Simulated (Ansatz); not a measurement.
Ta3AsAu2O13:

```xyz
19
Lattice="5.2424 3.0267 4.1427 -5.2424 3.0267 4.1427 0.0000 -6.0534 4.1427" Properties=species:S:1:pos:R:3 pbc="T T T"
Ta   -1.7887    1.0327    4.2854
Ta    0.0000   -2.0655    4.2854
Ta    1.7887    1.0327    4.2854
As    0.0000    0.0000    6.9446
Au    0.0000    0.0000   12.0005
Au    0.0000    0.0000    9.3342
O    -1.3566    0.7832    6.1532
O     0.0000   -1.5665    6.1532
O     1.3566    0.7832    6.1532
O     2.5380   -0.6359    3.6068
O    -0.7183    2.5159    3.6068
O    -1.8197   -1.8800    3.6068
O     1.8197   -1.8800    3.6068
O    -2.5380   -0.6359    3.6068
O     0.7183    2.5159    3.6068
O    -3.3469    1.9323    4.0073
O     0.0000   -3.8647    4.0073
O     3.3469    1.9323    4.0073
O     0.0000    0.0000    3.8329
```

The cell was built by a generator and needn't be a form met in nature.

Base run:

```yaml
Program: Ansatz 0.2.0
Functional: r2SCAN
Potentials_or_basis: Ansatz PAW soft_1
Cutoff: 500 eV
Density_cutoff: 2000 eV
k_mesh: 4 × 4 × 4
Occupations: fermi-dirac, width 0.05 eV
Spin: no spin polarisation
```

Its results: band gap on the k mesh 1.43 eV, indirect (least direct gap 1.49 eV); pressure -3.1 GPa; largest force 0.556 eV/Å.

Task: The run is repeated on the same cell with these changes: functional from r2SCAN to BLYP; cutoff from 500 eV to 420 eV; density cutoff from 2000 eV to 1680 eV. What comes out?

Result: Band gap on the k mesh 1.09 eV, indirect (least direct gap 1.13 eV); pressure 2.7 GPa; largest force 0.383 eV/Å.

r2SCAN gives the wider gap, since meta-GGAs in the generalised Kohn-Sham scheme recover part of the derivative discontinuity.

Caveats: spin-orbit coupling is left out, which moves the levels of the heavy elements; the PAW data sets come from PBE, with cores solved anew for the run's functional, which leaves a small shift of forces and pressure; the potentials were made for another functional, which shifts forces and pressure (some runs).

Not every run made on this cell is shown here.
